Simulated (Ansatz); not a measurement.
# ClGaH2O: the cost of one run

Program: Ansatz 0.2.0. Level of theory: RKS PBE0/def2-SVP. These are calculated values, not measurements.

## Step 1: Starting point

Bond lengths: Ga1–H2 1.570 Å, Ga1–O3 1.790 Å, O3–H4 1.010 Å, Ga1–Cl5 2.240 Å. Angles: H2–Ga1–O3 120.0°, H2–Ga1–Cl5 120.0°, O3–Ga1–Cl5 120.0°, Ga1–O3–H4 109.5°.

Coordinates:

```xyz
5

Ga    0.0000    0.0000    0.0000
H     0.0000    0.0000    1.5700
O     1.5501    0.0000   -0.8950
H     1.8500   -0.9519   -1.0499
Cl   -1.9398    0.0000   -1.1200
```

## Step 2: Relaxing the start

Contents of input.yaml:

```yaml
crystal:
  periodic: [false, false, false]
  atoms:
    - { symbol: Ga, position_ang: [0.0, 0.0, 0.0] }
    - { symbol: H, position_ang: [0.0, 0.0, 1.57] }
    - { symbol: O, position_ang: [1.5501, 0.0, -0.895] }
    - { symbol: H, position_ang: [1.85, -0.9519, -1.0499] }
    - { symbol: Cl, position_ang: [-1.9398, 0.0, -1.12] }
basis:
  gaussian: { orbitals: def2-SVP }
hamiltonian:
  xc: pbe0
relax:
  f_tol: 0.02
  max_steps: 40
output:
  orbitals: {}
```

Launch:

```
> ansatz run input.yaml --threads 1 --pin off --max-ram 2048MiB --backend cpu --events-out ev --progress --plain --runs-dir out
```

What time and memory should one allow on 1 thread of Arm Neoverse V1, shared host?

About 35 s, with a peak of 0.15 GiB.
